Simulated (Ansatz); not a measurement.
# CH3BOS: the cost of one run

Computed with Ansatz 0.2.0, driven from Python. Level of theory: PBE0/def2-SVP.

## Step 1: Starting point

Bond lengths: B1–O2 1.454 Å, O2–C3 1.365 Å, B1–S4 1.902 Å, C3–S4 1.712 Å, B1–H5 1.245 Å, C3–H6 1.144 Å, C3–H7 1.134 Å. Angles: B1–O2–C3 96.2°, O2–B1–S4 90.3°, O2–B1–H5 127.8°, S4–B1–H5 125.9°, O2–C3–S4 102.0°, O2–C3–H6 110.7°, O2–C3–H7 112.2°, S4–C3–H6 110.1°, S4–C3–H7 112.9°, H6–C3–H7 108.9°, B1–S4–C3 70.8°.

The script holds or builds the structure itself.

## Step 2: Script

File ch3bos.py:

```python
# -*- coding: utf-8 -*-
"""Harmonic frequencies of CH3BOS at its relaxed geometry."""

from dataclasses import dataclass
import itertools

import ansatz as az
from ase import Atoms
from ase.data import atomic_numbers, covalent_radii
from ase.thermochemistry import IdealGasThermo
import numpy as np


@dataclass
class Options:
    basis_set: str = "def2-SVP"
    functional: str = "PBE0"


cfg = Options()


def main():
    mol = (
        az.Crystal.molecule()
        .atom("B", [-1.1685, 0.3158, -0.3855])
        .atom("O", [-0.3884, 0.3628, 0.8404])
        .atom("C", [0.6849, -0.3294, 0.3596])
        .atom("S", [0.1187, -0.8426, -1.1727])
        .atom("H", [-1.7486, 1.2572, -0.9571])
        .atom("H", [1.5885, 0.3616, 0.2345])
        .atom("H", [0.9747, -1.1934, 1.0351])
    )

    job = (
        mol.calculation()
        .basis(gaussian=cfg.basis_set)
        .functional(cfg.functional)
    )
    symbols = [site.symbol for site in mol.cartesian_sites]
    start = np.array([site.position_ang for site in mol.cartesian_sites], dtype=float)
    r = job.relax(force_tolerance=0.003).run(threads=1, backend="cpu").report
    end = np.array(r["positions_ang"])

    # pairs closer than 1.2 times the sum of covalent radii, before or after
    radius = [covalent_radii[atomic_numbers[s]] for s in symbols]
    span = lambda where, i, j: np.linalg.norm(where[i] - where[j])
    bonded = [(i, j) for i, j in itertools.combinations(range(len(symbols)), 2) if min(span(start, i, j), span(end, i, j)) < 1.2 * (radius[i] + radius[j])]
    print("pair        before    after (A)")
    for i, j in bonded:
        print(f"{symbols[i]}{i}-{symbols[j]}{j}".ljust(10), f"{span(start, i, j):8.4f} {span(end, i, j):8.4f}")
    for first, second in list(itertools.combinations(bonded, 2)):
        shared = set(first) & set(second)
        if shared and symbols[(j := shared.pop())] != "H":
            i, k = sorted((set(first) | set(second)) - {j})
            u, v = end[i] - end[j], end[k] - end[j]
            angle = np.degrees(np.arccos(np.clip(u @ v / np.linalg.norm(u) / np.linalg.norm(v), -1, 1)))
            print(f"final angle {symbols[i]}{i}-{symbols[j]}{j}-{symbols[k]}{k}: {angle:.2f} deg")

    # same settings at the minimum
    minimum = az.Crystal.molecule()
    for symbol, place in zip(symbols, end):
        minimum = minimum.atom(symbol, place.tolist())
    vibrating = (
        minimum.calculation()
        .basis(gaussian=cfg.basis_set)
        .functional(cfg.functional)
        .phonons(temperatures=(298.15, 498.15, 100))
    )
    vib = vibrating.run(threads=1, backend="cpu").report["vibrations"]
    sums = vib["harmonic_sums"]
    modes = [m["omega_inv_cm"] for m in sums["modes_at_gamma"] if m["rigid_motion"] == "no"]
    for number, w in enumerate(modes, start=1):
        print(f"mode {number:2d} {w:9.1f} 1/cm {w / 8065.544 * 1000:8.2f} meV")
    print("imaginary modes:", sum(w < 0 for w in modes), " zero-point energy:", round(sums["zero_point_energy_ev"], 4), "eV")
    # rigid rotor and ideal gas, symmetry number taken as one
    gas = IdealGasThermo(vib_energies=[w / 8065.544 for w in modes if w > 0], geometry="linear" if len(modes) == 3 * len(symbols) - 5 else "nonlinear",
                         atoms=Atoms(symbols, positions=end), symmetrynumber=1, spin=0.0)
    print(f"H(298 K) - E = {gas.get_enthalpy(298.15, verbose=False):.4f} eV")
    print(f"S(298 K, 1 bar) = {96485.33 * gas.get_entropy(298.15, 1e5, verbose=False):.1f} J/(mol K) with symmetry number 1")


if __name__ == "__main__":
    main()
```

## Step 3: What the engine is handed

The package turns the script's settings into the engine's input (first run):

```yaml
crystal:
  periodic: [false, false, false]
  atoms:
    - { symbol: B, position_ang: [-1.1685, 0.3158, -0.3855] }
    - { symbol: O, position_ang: [-0.3884, 0.3628, 0.8404] }
    - { symbol: C, position_ang: [0.6849, -0.3294, 0.3596] }
    - { symbol: S, position_ang: [0.1187, -0.8426, -1.1727] }
    - { symbol: H, position_ang: [-1.7486, 1.2572, -0.9571] }
    - { symbol: H, position_ang: [1.5885, 0.3616, 0.2345] }
    - { symbol: H, position_ang: [0.9747, -1.1934, 1.0351] }
basis:
  gaussian:
    orbitals: def2-SVP
hamiltonian:
  xc: pbe0
relax:
  f_tol: 0.003
```

## Step 4: Launch

The run is started by

```console
> python ch3bos.py
```

What time and memory should one allow on 1 thread of Arm Neoverse V1, shared host?

About 89 s, with a peak of 0.26 GiB.
